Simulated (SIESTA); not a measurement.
## Nb in SIESTA: convergence with basis size

Input of the first run (basis size SZ); the others differ in this setting and in those tied to it:

The input Nb.fdf:

```
SystemName                      Nb
SystemLabel                     Nb
NumberOfSpecies                 1
NumberOfAtoms                   5
%block ChemicalSpeciesLabel
  1  41 Nb
%endblock ChemicalSpeciesLabel

LatticeConstant                 1.0 Ang
%block LatticeVectors
     2.8820459413     0.0000000000     0.0000000000
    -0.9606819804     2.7172189717     0.0000000000
     0.0000000000     0.0000000000    24.4127226284
%endblock LatticeVectors
AtomicCoordinatesFormat         Fractional
%block AtomicCoordinatesAndAtomicSpecies
     0.5000000000     0.5000000000     0.3072168604  1  Nb
     0.0000000000     0.0000000000     0.4036084302  1  Nb
     0.5000000000     0.5000000000     0.5000000000  1  Nb
     0.0000000000     0.0000000000     0.5963915698  1  Nb
     0.5000000000     0.5000000000     0.6927831396  1  Nb
%endblock AtomicCoordinatesAndAtomicSpecies

%block kgrid.MonkhorstPack
    8   0   0  0.0
    0   8   0  0.0
    0   0   1  0.0
%endblock kgrid.MonkhorstPack
XC.Functional                   LDA
XC.Authors                      PW92
PAO.BasisSize                   SZ
PAO.EnergyShift                 0.003 Ry
Mesh.Cutoff                     800 Ry
OccupationFunction              FD
ElectronicTemperature           0.05 eV
Slab.DipoleCorrection           vacuum
MaxSCFIterations                120
SCF.MustConverge                false
SCF.Mixer.Method                Pulay
SCF.Mixer.Weight                0.25
SCF.Mixer.History               8
SCF.DM.Tolerance                5.0e-05
SCF.H.Tolerance                 1.0e-03 eV
WriteForces                     true
Charge.Mulliken                 end
```

Potentials or basis: PseudoDojo 0.4 standard (LDA files), SZ (energy shift 0.003 Ry).

Command:

```console
$ siesta < Nb.fdf > Nb.out 2>&1
```

Hardware: 1 thread of Arm Neoverse V1, with other jobs on the host.

| basis size | energy less the tightest run, at zero smearing (meV/atom) | largest force (eV/Å) | SCF cycles | CPU time (s) | peak memory (GiB) |
| --- | --- | --- | --- | --- | --- |
| SZ | 634.29 | 0.944 | 15 | 72 | 0.47 |
| SZP | 260.71 | 0.750 | 16 | 190 | 0.66 |
| DZ | 109.52 | 0.840 | 17 | 130 | 0.55 |
| DZP | 60.08 | 0.816 | 15 | 260 | 0.74 |
| DZDP | 35.02 | 0.832 | 16 | 380 | 0.84 |
| TZP | 20.75 | 0.884 | 16 | 400 | 0.86 |
| TZDP | 3.78 | 0.884 | 16 | 530 | 0.96 |
| TZTP | 0.00 | 0.878 | 18 | 810 | 1.1 |

Not settled before the last step: the energy (to 1 meV/atom), the largest force (to 0.005 eV/Å). The tightest run that finished is the yardstick and may itself not be fully converged.
